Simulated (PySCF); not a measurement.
# C6H5I: the cost of one run

Computed with PySCF 2.14.0 and routines of our own; the level stands in each step. Atoms count from 0.

### Step 1. The system as given

12 atoms, charge 0, multiplicity 1; geometry from: GFN2-xTB.

### Step 2. Relaxing the molecule at PBE0-D3(BJ)/def2-SVP

What the job is given:

```
{"job": {"xc": "PBE0", "basis": "def2-SVP", "d3": "d3bj", "grid": 1, "maxiter": 30, "shake": 0.01, "kind": "geom"}, "charge": 0, "multiplicity": 1}
I      3.377520    -0.569670    -0.177380
C      1.261820    -0.210160    -0.072540
C      0.770520     1.089560    -0.054740
C     -0.541800     1.309390     0.023610
C     -1.452700     0.228440     0.065550
C     -0.961210    -1.053840     0.048230
C      0.416110    -1.288330    -0.022320
H      1.487680     1.933130    -0.089010
H     -0.954060     2.323920     0.065310
H     -2.516730     0.405400     0.143150
H     -1.643110    -1.901900     0.097080
H      0.795640    -2.294210    -0.035960
```

Launch:

```console
OMP_NUM_THREADS=1 python heavy_run.py task.json out
```

The driver reads the jobs from task.json and runs them one after another.

**Question.** How long does this first job take on 1 thread of AMD EPYC 9R45, shared host, and how much memory does it need?

About 46 s, with a peak of 0.6 GiB.
